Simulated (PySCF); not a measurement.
# Mo²⁺: excitation energy in x2c-QZVPPall

Each state of molybdenum is computed at each level; their differences give the excitation energy. How far do the methods differ?

The numbers are computed with PySCF 2.14.0 (unrestricted determinants in a Gaussian basis, no spin-orbit coupling in the energies), except any that are marked as measured or tabulated.

### 1 What is computed

```
Element                                   : molybdenum (Z = 42)
Basis                                     : x2c-QZVPPall (13s8p7d3f2g, 111 functions)
Hamiltonian                               : scalar relativity by spin-free X2C-1e
State 1                                   : Mo²⁺: [Kr] 4d3 5s1, high-spin 5F determinant (an excited configuration)
Needed too, but not shown                 : Mo²⁺ [Kr] 4d4 (5D)
Methods                                   : UHF, LDA, PBE, PBE0, r2SCAN, wB97X, BLYP, PW91, MP2
Core shells frozen in the correlated runs : valence: [Kr]; valence and next inner shell: [Ar] 3d10 (for Mo²⁺)
```

Outer shells as boxes (Hund's rule):

Mo2+ [Kr] 4d3 5s1
```
[Kr] core
4d [↑ ][↑ ][↑ ][  ][  ]
5s [↑ ]
```

One driver process ran all states and methods and kept the integrals in memory. Each run is shown as a PySCF script that sums up its settings (the driver passes frozen orbitals as a list and adds second-order terms of double hybrids); the logs are those of the runs themselves. The driver starts from symmetry-adapted Hartree-Fock orbitals, holds the occupation by maximum overlap and uses a logarithmic radial grid for functionals, so a plain start would take other cycles.

The integrals over 111 functions and the set-up took 3 s of CPU time.

### 2 Mo²⁺ [Kr] 4d3 5s1: the ladder of methods

#### UHF

input.py

```python
from pyscf import gto, scf, dft, mp, cc
import basis_set_exchange as bse
mol = gto.M(atom="Mo 0 0 0", charge=2, spin=4, symmetry="D2h",
            basis=gto.basis.parse(bse.get_basis("x2c-QZVPPall", elements=["Mo"], fmt="nwchem")),
            nucmod="G")
mf = scf.UHF(mol).sfx2c1e()
mf.irrep_nelec = {'Ag': (7, 6), 'B1g': (2, 1), 'B2g': (2, 1), 'B3g': (2, 1), 'B1u': (3, 3), 'B2u': (3, 3), 'B3u': (3, 3)}
mf.kernel()
```

#### LDA

input.py, as changed from the run before:

```diff
@@ -5,3 +5,3 @@
             nucmod="G")
-mf = scf.UHF(mol).sfx2c1e()
+mf = dft.UKS(mol, xc="LDA,VWN").sfx2c1e()
 mf.irrep_nelec = {'Ag': (7, 6), 'B1g': (2, 1), 'B2g': (2, 1), 'B3g': (2, 1), 'B1u': (3, 3), 'B2u': (3, 3), 'B3u': (3, 3)}
```

#### PBE

input.py, as changed from the run before:

```diff
@@ -5,3 +5,3 @@
             nucmod="G")
-mf = dft.UKS(mol, xc="LDA,VWN").sfx2c1e()
+mf = dft.UKS(mol, xc="PBE").sfx2c1e()
 mf.irrep_nelec = {'Ag': (7, 6), 'B1g': (2, 1), 'B2g': (2, 1), 'B3g': (2, 1), 'B1u': (3, 3), 'B2u': (3, 3), 'B3u': (3, 3)}
```

#### PBE0

input.py, as changed from the run before:

```diff
@@ -5,3 +5,3 @@
             nucmod="G")
-mf = dft.UKS(mol, xc="PBE").sfx2c1e()
+mf = dft.UKS(mol, xc="PBE0").sfx2c1e()
 mf.irrep_nelec = {'Ag': (7, 6), 'B1g': (2, 1), 'B2g': (2, 1), 'B3g': (2, 1), 'B1u': (3, 3), 'B2u': (3, 3), 'B3u': (3, 3)}
```

#### r2SCAN

input.py, as changed from the run before:

```diff
@@ -5,3 +5,3 @@
             nucmod="G")
-mf = dft.UKS(mol, xc="PBE0").sfx2c1e()
+mf = dft.UKS(mol, xc="R2SCAN").sfx2c1e()
 mf.irrep_nelec = {'Ag': (7, 6), 'B1g': (2, 1), 'B2g': (2, 1), 'B3g': (2, 1), 'B1u': (3, 3), 'B2u': (3, 3), 'B3u': (3, 3)}
```

#### wB97X

input.py, as changed from the run before:

```diff
@@ -5,3 +5,3 @@
             nucmod="G")
-mf = dft.UKS(mol, xc="R2SCAN").sfx2c1e()
+mf = dft.UKS(mol, xc="WB97X").sfx2c1e()
 mf.irrep_nelec = {'Ag': (7, 6), 'B1g': (2, 1), 'B2g': (2, 1), 'B3g': (2, 1), 'B1u': (3, 3), 'B2u': (3, 3), 'B3u': (3, 3)}
```

#### BLYP

input.py, as changed from the run before:

```diff
@@ -5,3 +5,3 @@
             nucmod="G")
-mf = dft.UKS(mol, xc="WB97X").sfx2c1e()
+mf = dft.UKS(mol, xc="BLYP").sfx2c1e()
 mf.irrep_nelec = {'Ag': (7, 6), 'B1g': (2, 1), 'B2g': (2, 1), 'B3g': (2, 1), 'B1u': (3, 3), 'B2u': (3, 3), 'B3u': (3, 3)}
```

#### PW91

input.py, as changed from the run before:

```diff
@@ -5,3 +5,3 @@
             nucmod="G")
-mf = dft.UKS(mol, xc="BLYP").sfx2c1e()
+mf = dft.UKS(mol, xc="PW91,PW91").sfx2c1e()
 mf.irrep_nelec = {'Ag': (7, 6), 'B1g': (2, 1), 'B2g': (2, 1), 'B3g': (2, 1), 'B1u': (3, 3), 'B2u': (3, 3), 'B3u': (3, 3)}
```

#### MP2 (valence)

input.py, as changed from the run before:

```diff
@@ -5,4 +5,5 @@
             nucmod="G")
-mf = dft.UKS(mol, xc="PW91,PW91").sfx2c1e()
+mf = scf.UHF(mol).sfx2c1e()
 mf.irrep_nelec = {'Ag': (7, 6), 'B1g': (2, 1), 'B2g': (2, 1), 'B3g': (2, 1), 'B1u': (3, 3), 'B2u': (3, 3), 'B3u': (3, 3)}
 mf.kernel()
+mp.UMP2(mf, frozen=18).kernel()
```

### 3 Mo²⁺ [Kr] 4d3 5s1, continued

#### MP2 (valence and next inner shell)

Edit input.py of step 2 so:

```diff
@@ -8,2 +8,2 @@
 mf.kernel()
-mp.UMP2(mf, frozen=18).kernel()
+mp.UMP2(mf, frozen=14).kernel()
```

What does the calculation give?

The runs gave:

| quantity | value |
| --- | --- |
| excitation energy, Mo²⁺ → [Kr] 4d3 5s1 | UHF 3.899, MP2 (valence and next inner shell) 4.062 eV |

The methods span 0.670 eV, from BLYP (3.696) to wB97X (4.367). No reference value is at hand in this session. All values hold for this basis alone; no basis-set limit was taken.
